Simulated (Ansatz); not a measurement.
# InN₂H₅: a ladder of functionals and wavefunction methods

One table from this session's results is given with a row withheld; the runs are named, their logs left out.

The runs use Ansatz 0.2.0, Gaussian basis; functionals in def2-TZVPP, the program's frozen cores in correlated methods.

Plan: LDA (SPW92), PBE-D4, revPBE-D4, BLYP-D4, r2SCAN-D4, B97M-V, PBE0-D4, B3LYP-D4, r2SCANh-D4, r2SCAN0-D4, HSE06-D4, BHLYP-D4, CAM-B3LYP-D4, LC-ωPBE, ωB97X-V, ωB97M-V, B2PLYP, PBE-QIDH; CCSD(T)/def2-SVP; CCSD(T)/def2-TZVPP; MP2/def2-QZVPP; extrapolation to the limit; RPA on PBE.

## Structure used throughout

All runs share one geometry, relaxed beforehand with PBE0-D4 in a triple-zeta def2 set. In takes the def2 core potential; no spin-orbit term is included.

SMILES `[NH2][InH][NH2]`, 8 atoms, charge 0, spin multiplicity 1.

Atoms are counted from 1 here; the program's logs count them from 0.

Bond lengths: N1–In2 2.018 Å, N1–H4 1.008 Å, N1–H5 1.008 Å, In2–N3 2.018 Å, In2–H6 1.703 Å, N3–H7 1.008 Å, N3–H8 1.008 Å. Angles: In2–N1–H4 119.3°, In2–N1–H5 119.7°, H4–N1–H5 109.6°, N1–In2–N3 112.7°, N1–In2–H6 123.6°, N3–In2–H6 123.6°, In2–N3–H7 119.7°, In2–N3–H8 119.3°, H7–N3–H8 109.6°.

Set-up of the first run:

Contents of in.yaml:

```yaml
crystal:
  periodic: [false, false, false]
  atoms:
    - {symbol: N, position_ang: [-0.969680, 0.858040, -1.126996]}
    - {symbol: In, position_ang: [0.247987, 0.564810, 0.455498]}
    - {symbol: N, position_ang: [0.742654, -1.375187, 0.709639]}
    - {symbol: H, position_ang: [-1.482062, 0.076761, -1.506612]}
    - {symbol: H, position_ang: [-1.538242, 1.689191, -1.171812]}
    - {symbol: H, position_ang: [0.798963, 1.819228, 1.467525]}
    - {symbol: H, position_ang: [1.570927, -1.614728, 1.231792]}
    - {symbol: H, position_ang: [0.629463, -2.018116, -0.059034]}
basis:
  gaussian: {orbitals: def2-TZVPP}
hamiltonian: {xc: lda}
output: {orbitals: {seedname: orbitals}}
```

Steps of the session up to this table: LDA; PBE-D4 (GGA); revPBE-D4 (GGA); BLYP-D4 (GGA); r2SCAN-D4 (meta-GGA); B97M-V (meta-GGA); PBE0-D4 (hybrid); B3LYP-D4 (hybrid); r2SCANh-D4 (hybrid); r2SCAN0-D4 (hybrid); HSE06-D4 (hybrid); BHLYP-D4 (hybrid); CAM-B3LYP-D4 (range-separated); LC-ωPBE (range-separated); ωB97X-V (range-separated); ωB97M-V (range-separated); B2PLYP (double hybrid); PBE-QIDH (double hybrid).

One of the session's tables, all rows but one given; the rest of the session is left out.

It belongs to the step «Orbital energies across the functionals». 

| functional | HOMO (eV) | gap (eV) |
| --- | --- | --- |
| LDA (SPW92) | -5.52 | 4.15 |
| PBE-D4 | -5.34 | 4.20 |
| revPBE-D4 | ? | ? |
| BLYP-D4 | -5.23 | 4.11 |
| r2SCAN-D4 | -5.61 | 4.76 |
| B97M-V | -5.68 | 4.52 |
| PBE0-D4 | -6.70 | 6.23 |
| B3LYP-D4 | -6.47 | 5.72 |
| r2SCANh-D4 | -6.12 | 5.51 |
| r2SCAN0-D4 | -6.90 | 6.62 |
| HSE06-D4 | -6.29 | 5.47 |
| BHLYP-D4 | -7.99 | 8.09 |
| CAM-B3LYP-D4 | -8.12 | 8.40 |
| LC-ωPBE | -9.54 | 10.83 |
| ωB97X-V | -9.15 | 10.34 |
| ωB97M-V | -9.06 | 9.90 |

**Question.** Estimate the row for revPBE-D4.

As computed: HOMO (eV): -5.28; gap (eV): 4.23. In the column «HOMO (eV)» it lies between PBE-D4 (-5.34) and BLYP-D4 (-5.23).
